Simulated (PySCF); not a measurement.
# C2H6BO2: the cost of one run

Computed with PySCF 2.14.0, with density-fitted response routines of our own, on a single molecule in the gas phase. Atoms are numbered from 0 throughout.

**1. The molecule as given**

11 atoms, charge -1, multiplicity 1; geometry from: GFN2-xTB.

Bonds of the start (Å): B0–O1 1.52, O1–C2 1.37, C2–C3 1.55, C3–O4 1.37, O4–B0 1.52, B0–H5 1.24, B0–H6 1.20, C2–H7 1.11, C2–H8 1.11, C3–H9 1.11, C3–H10 1.11.

**2. Optimising the geometry at PBE0-D3(BJ)/def2-SVP**

The job: settings as JSON, then the geometry in Å.

```
{"job": {"xc": "PBE0", "basis": "def2-SVP", "d3": "d3bj", "grid": 1, "kind": "geom"}, "charge": -1, "multiplicity": 1}
B     -1.296820    -0.391880    -0.440320
O     -0.054790    -1.262780    -0.433480
C      0.935860    -0.529770     0.174730
C      0.470850     0.953870     0.181350
O     -0.714730     1.005340    -0.510470
H     -1.929470    -0.542390     0.611980
H     -1.970300    -0.619820    -1.412530
H      1.116360    -0.871550     1.218120
H      1.887420    -0.649190    -0.379580
H      0.348770     1.296830     1.233270
H      1.217700     1.616670    -0.294980
```

Started as:

```sh
$ OMP_NUM_THREADS=1 python probes_run.py task.json out
```

The driver reads the jobs from task.json and runs them one after another.

Q: Estimate the wall time and peak memory of this first job on 1 thread of Arm Neoverse V1, shared host.

About 17 s, with a peak of 0.4 GiB.
